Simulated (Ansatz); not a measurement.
# FGaH₃OSi radical: a ladder of functionals and wavefunction methods

One table from this session's results is given with a row withheld; the runs are named, their logs left out.

Program: Ansatz 0.2.0, Gaussian basis. Level of theory: functionals in def2-TZVPP, the program's frozen cores in correlated methods. These are calculated values, not measurements.

Plan: LDA (SPW92), PBE-D4, revPBE-D4, BLYP-D4, r2SCAN-D4, B97M-V, PBE0-D4, B3LYP-D4, r2SCANh-D4, r2SCAN0-D4, HSE06-D4, BHLYP-D4, CAM-B3LYP-D4, LC-ωPBE, ωB97X-V, ωB97M-V, B2PLYP, PBE-QIDH; CCSD(T)/def2-SVP; CCSD(T)/def2-TZVPP; MP2/def2-QZVPP; extrapolation to the limit; RPA on PBE.

### The relaxed structure

The geometry comes from an earlier relaxation with PBE0-D4 in a triple-zeta def2 set; it is a stationary point, not always the lowest conformer.

7 atoms, charge 0, spin multiplicity 2.

Atoms are counted from 1 here; the program's logs count them from 0.

Bond lengths: F1–Ga2 1.759 Å, Ga2–O3 1.782 Å, O3–Si4 1.639 Å, Si4–H5 1.486 Å, Si4–H6 1.486 Å, Si4–H7 1.490 Å. Angles: F1–Ga2–O3 115.4°, Ga2–O3–Si4 140.0°, O3–Si4–H5 109.4°, O3–Si4–H6 109.5°, O3–Si4–H7 111.1°, H5–Si4–H6 109.4°, H5–Si4–H7 108.7°, H6–Si4–H7 108.7°.

Set-up of the first run:

in.yaml

```yaml
crystal:
  periodic: [false, false, false]
  atoms:
    - {symbol: F, position_ang: [-2.575045, 2.179839, 0.952517]}
    - {symbol: Ga, position_ang: [-1.132817, 1.232228, 1.292017]}
    - {symbol: O, position_ang: [-0.476285, 0.318879, -0.090225]}
    - {symbol: Si, position_ang: [0.759363, -0.696242, -0.451268]}
    - {symbol: H, position_ang: [1.591262, -0.099069, -1.527454]}
    - {symbol: H, position_ang: [0.212079, -1.997068, -0.915326]}
    - {symbol: H, position_ang: [1.621443, -0.938567, 0.739739]}
basis:
  gaussian: {orbitals: def2-TZVPP}
magnetization: {spin_polarized: true, initial_magnetization: 1}
hamiltonian: {xc: lda}
output: {orbitals: {seedname: orbitals}}
```

The run is started by

```bash
ansatz run in.yaml --threads 4 --pin off --events-out ev --progress --plain --max-ram 10444MiB
```

Among the steps run: LDA; PBE-D4 (GGA); revPBE-D4 (GGA); BLYP-D4 (GGA); r2SCAN-D4 (meta-GGA); B97M-V (meta-GGA); B3LYP-D4 (hybrid); r2SCANh-D4 (hybrid); r2SCAN0-D4 (hybrid); HSE06-D4 (hybrid); BHLYP-D4 (hybrid); CAM-B3LYP-D4 (range-separated); LC-ωPBE (range-separated); ωB97X-V (range-separated); ωB97M-V (range-separated); B2PLYP (double hybrid); PBE-QIDH (double hybrid).

One of the session's tables, all rows but one given; the rest of the session is left out.

It belongs to the step «Orbital energies across the functionals». 

```
  functional  HOMO (eV)  LUMO (eV)  gap (eV)
 LDA (SPW92)      -6.18      -5.29      0.90
      PBE-D4          ?          ?         ?
   revPBE-D4      -5.99      -4.73      1.26
     BLYP-D4      -5.90      -4.97      0.93
   r2SCAN-D4      -6.46      -4.51      1.95
      B97M-V      -6.24      -5.11      1.13
     PBE0-D4      -7.25      -3.92      3.33
    B3LYP-D4      -7.02      -4.40      2.62
  r2SCANh-D4      -6.90      -4.18      2.72
  r2SCAN0-D4      -7.56      -3.70      3.86
    HSE06-D4      -6.85      -4.30      2.55
    BHLYP-D4      -8.29      -3.18      5.11
CAM-B3LYP-D4      -8.56      -3.11      5.44
     LC-ωPBE      -9.88      -1.52      8.36
     ωB97X-V      -9.41      -1.96      7.44
     ωB97M-V      -9.37      -2.20      7.17
```

Q: Estimate the row for PBE-D4 from the others.

The run gave: HOMO (eV): -6.05; LUMO (eV): -4.90; gap (eV): 1.15. In the column «HOMO (eV)» it lies between LDA (SPW92) (-6.18) and revPBE-D4 (-5.99).
